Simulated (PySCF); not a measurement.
# C3H6O2Si: geometry, spin-spin couplings

Aim: predict the spin-spin couplings of C3H6O2Si (`CC1=CO[Si@H]1O`).

Programs: PySCF 2.14.0, with density-fitted response routines of our own. Each step states its level of theory. These are calculated values for one molecule in the gas phase, unless marked as measured. Atoms count from 0, in the outputs and in this text.

### Step 1. The molecule as given

12 atoms, charge 0, multiplicity 1; geometry from: GFN2-xTB. The atoms were then displaced at random by about 0.01 Å, so the start is not that level's minimum.

Bonds of the start (Å): C0–C1 1.49, C1–C2 1.33, C2–O3 1.34, O3–Si4 1.71, Si4–O5 1.62, Si4–C1 1.90, C0–H6 1.08, C0–H7 1.08, C0–H8 1.12, C2–H9 1.10, Si4–H10 1.43, O5–H11 0.96.

### Step 2. Optimising the geometry at PBE0-D3(BJ)/def2-SVP

Job settings and geometry (Å):

```
{"job": {"xc": "PBE0", "basis": "def2-SVP", "d3": "d3bj", "grid": 1, "shake": 0.01, "kind": "geom"}, "charge": 0, "multiplicity": 1}
C      1.552080     0.811980    -0.636310
C      0.457460     0.066380     0.050040
C      0.429970    -0.530590     1.235030
O     -0.755640    -1.149040     1.373510
Si    -1.255110    -0.716170    -0.206540
O     -2.648380     0.113080    -0.262870
H      2.374500     1.019830     0.035520
H      1.913330     0.285860    -1.507760
H      1.147750     1.797210    -0.981350
H      1.135460    -0.614690     2.076370
H     -1.431350    -1.834160    -1.078480
H     -2.880370     0.722030     0.437940
```

On the command line:

```
$ OMP_NUM_THREADS=1 python probes_run.py task.json out
```

This one command runs all jobs of the session in turn.

**Question.** This job is followed by: B3LYP/cc-pVTZ indirect spin-spin coupling, non-relativistic, gas phase; B3LYP/6-31G* indirect spin-spin coupling, non-relativistic, gas phase. What will the session give for the following? point group; rotational constants (main isotopes); largest coupling of the table (B3LYP/cc-pVTZ); range of J(Si4,H10), mean over like pairs.

The runs gave:

```
                                     quantity                        value
                                  point group                           C1
         rotational constants (main isotopes)         4.81, 2.45, 1.81 GHz
largest coupling of the table (B3LYP/cc-pVTZ)  ¹J(Si,H) Si4–H10, -214.0 Hz
    range of J(Si4,H10), mean over like pairs          -233.6 to -214.0 Hz
```

**Reading.** The start of the PBE0/def2-SVP relaxation was shaken at random by about 0.01 Å, so part of the energy gained, and of the first lengths quoted, undoes that. The optimisation took 12 steps and gained 0.255 eV; among the close pairs (by a distance rule), C1–Si4 changed most, from 1.900 to 1.849 Å. Of the pairs tabulated at B3LYP/cc-pVTZ, Si4–H10 couples most strongly (-214.0 Hz; Fermi contact -215.0 Hz). Couplings across rotatable bonds belong to this one conformer; where others are populated, the observed values are averages. The coupling Si4–H10, as a mean over pairs of its kind, runs from -233.6 Hz (B3LYP/6-31G*) to -214.0 Hz (B3LYP/cc-pVTZ). Couplings from bases without tight functions are rough.
